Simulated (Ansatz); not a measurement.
# CH5F3GeSi: geometry optimisation, by script

What geometry does CH5F3GeSi take? A script is to give a geometry optimisation; the system is CH5F3GeSi. SMILES: FC(F)(F)[SiH2][GeH3].

All numbers are computed with Ansatz 0.2.0, driven from Python. Level of theory: PBE0/def2-SVP.

## 1. The structure

Bond lengths: F1–C2 1.382 Å, C2–F3 1.381 Å, C2–F4 1.381 Å, C2–Si5 1.867 Å, Si5–Ge6 2.313 Å, Si5–H7 1.470 Å, Si5–H8 1.470 Å, Ge6–H9 1.550 Å, Ge6–H10 1.550 Å, Ge6–H11 1.550 Å. Angles (14 of 18 angles, heavy atoms first): F1–C2–F3 109.5°, F1–C2–F4 109.5°, F1–C2–Si5 109.5°, F3–C2–F4 109.5°, F3–C2–Si5 109.5°, F4–C2–Si5 109.4°, C2–Si5–Ge6 109.5°, C2–Si5–H7 109.5°, C2–Si5–H8 109.5°, Ge6–Si5–H7 109.4°, Ge6–Si5–H8 109.4°, Si5–Ge6–H9 109.3°, Si5–Ge6–H10 109.5°, Si5–Ge6–H11 109.3°.

No structure file is read: the coordinates are typed or built in the script.

## 2. Script

Input file run_opt.py:

```python
"""Geometry optimisation of CH5F3GeSi."""

import itertools

import ansatz as az
from ase import Atoms
from ase.data import atomic_numbers, covalent_radii
import numpy as np

BASIS = "def2-SVP"
XC = "pbe0"

atoms = Atoms(["F", "C", "F", "F", "Si", "Ge", "H", "H", "H", "H", "H"], positions=[
    (1.4408, 1.2908, -1.1468),
    (1.6039, 0.5021, -0.0243),
    (1.4777, 1.282, 1.109),
    (2.8578, -0.0772, -0.0471),
    (0.3017, -0.8357, -0.0082),
    (-1.7992, 0.132, 0.03),
    (0.4754, -1.6746, 1.1868),
    (0.4361, -1.6652, -1.2147),
    (-1.9779, 1.0175, -1.2295),
    (-2.8796, -0.9793, 0.0433),
    (-1.9365, 1.0076, 1.3015),
])
geometry = az.Crystal.molecule_from_ase(atoms)

calculation = geometry.calculation().basis(gaussian=BASIS).functional(XC)
symbols = [site.symbol for site in geometry.cartesian_sites]
start = np.array([site.position_ang for site in geometry.cartesian_sites], dtype=float)
rep = calculation.relax(force_tolerance=0.02).run(threads=1, pin="off").report
end = np.array(rep["positions_ang"])

print(f"E = {rep['free_energy_ev']:.6f} eV = {rep['free_energy_ev'] / 27.211386246:.7f} Ha")
print("converged:", rep["converged"], " doubts:", rep["published_state_doubts"] or "none")

# pairs closer than 1.2 times the sum of covalent radii, before or after
radius = [covalent_radii[atomic_numbers[s]] for s in symbols]
span = lambda where, i, j: np.linalg.norm(where[i] - where[j])
bonded = [(i, j) for i, j in itertools.combinations(range(len(symbols)), 2) if min(span(start, i, j), span(end, i, j)) < 1.2 * (radius[i] + radius[j])]
print("pair        before    after (A)")
for i, j in bonded:
    print(f"{symbols[i]}{i}-{symbols[j]}{j}".ljust(10), f"{span(start, i, j):8.4f} {span(end, i, j):8.4f}")
with open("ch5f3gesi_opt.xyz", "w") as handle:
    handle.write(f"{len(symbols)}\nrelaxed CH5F3GeSi\n")
    handle.writelines(f"{s:2s} {x:11.6f} {y:11.6f} {z:11.6f}\n" for s, (x, y, z) in zip(symbols, end))
```

## 3. The input behind the calls

The package turns the script's settings into the engine's input:

```yaml
crystal:
  periodic: [false, false, false]
  atoms:
    - { symbol: F, position_ang: [1.4408, 1.2908, -1.1468] }
    - { symbol: C, position_ang: [1.6039, 0.5021, -0.0243] }
    - { symbol: F, position_ang: [1.4777, 1.282, 1.109] }
    - { symbol: F, position_ang: [2.8578, -0.0772, -0.0471] }
    - { symbol: Si, position_ang: [0.3017, -0.8357, -0.0082] }
    - { symbol: Ge, position_ang: [-1.7992, 0.132, 0.03] }
    - { symbol: H, position_ang: [0.4754, -1.6746, 1.1868] }
    - { symbol: H, position_ang: [0.4361, -1.6652, -1.2147] }
    - { symbol: H, position_ang: [-1.9779, 1.0175, -1.2295] }
    - { symbol: H, position_ang: [-2.8796, -0.9793, 0.0433] }
    - { symbol: H, position_ang: [-1.9365, 1.0076, 1.3015] }
basis:
  gaussian:
    orbitals: def2-SVP
hamiltonian:
  xc: pbe0
relax:
  f_tol: 0.02
```

## 4. Running it

Launch:

```bash
$ python run_opt.py
```

Without the output at hand: what should come out? Wanted: total energy; dipole moment; moves of the relaxation; energy gained; last largest force component.

As calculated:

```
                    quantity           value
                total energy  -73628.7744 eV
               dipole moment          2.02 D
     moves of the relaxation               4
               energy gained        0.271 eV
last largest force component     0.0117 eV/Å
```

After 4 moves the largest shift is 0.088 Å. The end point is the stationary point reached from this start; no frequency run checks that it is a minimum, and the basis set is modest.
